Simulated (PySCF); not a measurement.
# [Ce(S2)]+: forces at shaken geometries

The runs use PySCF 2.14.0; TPSS, Ce lcecp-1-SVP with ECP47, S def2-SVP; scalar-relativistic core potentials, no spin–orbit coupling.

## 1. The starting structure

3 atoms, charge 1, spin multiplicity 1.

Bond lengths: Ce1–S2 2.559 Å, Ce1–S3 2.559 Å, S2–S3 2.159 Å. Angles: S2–Ce1–S3 49.9°, Ce1–S2–S3 65.0°, Ce1–S3–S2 65.0°.

Geometry (Å):

```xyz
3
charge 1, multiplicity 1
Ce    0.00000    0.00000   -0.62828
S     1.07971    0.00000    1.69173
S    -1.07971    0.00000    1.69173
```

Formal oxidation states: Ce +3. Each metal's 1 4f electrons lie in its core potential, so multiplicities, spins and levels count the valence alone. An earlier session relaxed this geometry at TPSS, Ce lcecp-1-SVP with ECP47, S def2-SVP (singlet, point group C2v).

Its energy there is -828.267813 Eh.

## 2. Atoms moved at random, σ = 0.06 Å

run.py (the lines that set the calculation) reads:

```python
mol = gto.M(atom='''
Ce    -0.08325    -0.02650    -0.72260
S      1.12579     0.08273     1.71353
S     -1.04253    -0.05623     1.76424''',
    basis={'Ce': 'lcecp-1-SVP', 'S': 'def2-SVP'},
    ecp={'Ce': 'lcecp-1-SVP'},
    charge=1, spin=0)
mf = dft.RKS(mol, xc='TPSS')
mf.grids.atom_grid = (50, 194)  # f atoms: unpruned, at least (60, 302)
mf = mf.density_fit()  # fitting sets: Ce AutoAux, S def2-universal-JKFIT
mf.conv_tol = 1e-08; mf.max_cycle = 55
mf.kernel(dm0)  # dm0: the density of the relaxed state
```

Launch:

```bash
> OMP_NUM_THREADS=2 python run.py
```

**Question.** How long does this run take on 2 threads of Intel Xeon 6975P-C (Granite Rapids), shared host?

About 1.9 s.
